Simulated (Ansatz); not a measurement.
# ClFHIn (built from SMILES [F][InH][Cl]): single points off equilibrium

The atoms stand at a displaced guess of a reacting structure. How far do the functionals agree with CCSD(T) there?

Method: single points in def2-TZVPP; program: Ansatz 0.2.0, Gaussian basis.

Correlated methods freeze the cores. Filled d shells of the heavier atoms are correlated. Core potentials replace the inner electrons past krypton, and spin-orbit coupling is left out.

### Step 1. Where the work starts

4 atoms, charge 0, spin multiplicity 1.

Atoms are counted from 1 here; the program's logs count them from 0.

Bond lengths: In1–F2 2.247 Å, In1–Cl4 2.514 Å, H3–Cl4 1.427 Å. Angles: F2–In1–Cl4 65.1°, In1–Cl4–H3 62.9°.

As a file:

```xyz
4

In   -1.2628   -0.8980    0.2895
F     0.5126   -0.5291   -1.0379
H     0.5871    0.3088   -0.1730
Cl    0.0816    1.1472    0.8650
```

### Step 2. CCSD(T)/def2-TZVPP

run/in.yaml

```yaml
crystal:
  periodic: [false, false, false]
  atoms:
    - {symbol: In, position_ang: [-1.262800, -0.898000, 0.289500]}
    - {symbol: F, position_ang: [0.512600, -0.529100, -1.037900]}
    - {symbol: H, position_ang: [0.587100, 0.308800, -0.173000]}
    - {symbol: Cl, position_ang: [0.081600, 1.147200, 0.865000]}
basis:
  gaussian: {orbitals: def2-TZVPP}
correlation: {method: ccsd_t}
output: {forces: true}
```

The command line of these runs was not kept.

### Step 3. PBE0-D4/def2-TZVPP

Edit run/in.yaml of step 2 so:

```diff
@@ -9,3 +9,3 @@
   gaussian: {orbitals: def2-TZVPP}
-correlation: {method: ccsd_t}
-output: {forces: true}
+hamiltonian: {xc: pbe0, dispersion: d4}
+output: {forces: true, orbitals: {seedname: orbitals}}
```

### Step 4. wB97M-V/def2-TZVPP

Edit run/in.yaml of step 3 so:

```diff
@@ -9,3 +9,3 @@
   gaussian: {orbitals: def2-TZVPP}
-hamiltonian: {xc: pbe0, dispersion: d4}
-output: {forces: true, orbitals: {seedname: orbitals}}
+hamiltonian: {xc: {name: wB97M-V}}
+output: {forces: true}
```

### Step 5. r2SCAN-D4/def2-TZVPP

Edit run/in.yaml of step 4 so:

```diff
@@ -9,3 +9,3 @@
   gaussian: {orbitals: def2-TZVPP}
-hamiltonian: {xc: {name: wB97M-V}}
+hamiltonian: {xc: r2scan, dispersion: d4}
 output: {forces: true}
```

### Step 6. PBE-D4/def2-TZVPP

Edit run/in.yaml of step 5 so:

```diff
@@ -9,3 +9,3 @@
   gaussian: {orbitals: def2-TZVPP}
-hamiltonian: {xc: r2scan, dispersion: d4}
+hamiltonian: {xc: pbe, dispersion: d4}
 output: {forces: true}
```

### Step 7. wB97X-V/def2-TZVPP

Edit run/in.yaml of step 6 so:

```diff
@@ -9,3 +9,3 @@
   gaussian: {orbitals: def2-TZVPP}
-hamiltonian: {xc: pbe, dispersion: d4}
+hamiltonian: {xc: {name: wB97X-V}}
 output: {forces: true}
```

### Step 8. B97M-V/def2-TZVPP

Edit run/in.yaml of step 7 so:

```diff
@@ -9,3 +9,3 @@
   gaussian: {orbitals: def2-TZVPP}
-hamiltonian: {xc: {name: wB97X-V}}
+hamiltonian: {xc: {name: B97M-V}}
 output: {forces: true}
```

(Steps that only read results are left out.)

What does the calculation give? Wanted: energy less free atoms, CCSD(T)/def2-TZVPP; RMS force component; RMS force error; HOMO and LUMO, PBE0-D4; T1 diagnostic.

**Answer**, as computed:

| quantity | value |
| --- | --- |
| energy less free atoms, CCSD(T)/def2-TZVPP | -981.4 kJ/mol |
| RMS force component | 0.939 to 1.020 eV/Å over the methods |
| RMS force error | PBE0-D4 0.063, wB97M-V 0.080, r2SCAN-D4 0.080, PBE-D4 0.228, wB97X-V 0.066, B97M-V 0.098 eV/Å |
| HOMO and LUMO, PBE0-D4 | -7.51 and -1.73 eV |
| T1 diagnostic | 0.015 |

Against CCSD(T) the functionals' energies less atoms differ by -67.9 to -21.1 kJ/mol, PBE-D4 by -67.9 kJ/mol. A larger basis would deepen the CCSD(T) value, while the functionals are nearly converged already, so the order here is not reliable. On forces the order runs from PBE0-D4 to PBE-D4. Frozen-core CCSD(T) forces in triple zeta carry basis errors of their own, and this is one geometry, so small gaps rank nothing.
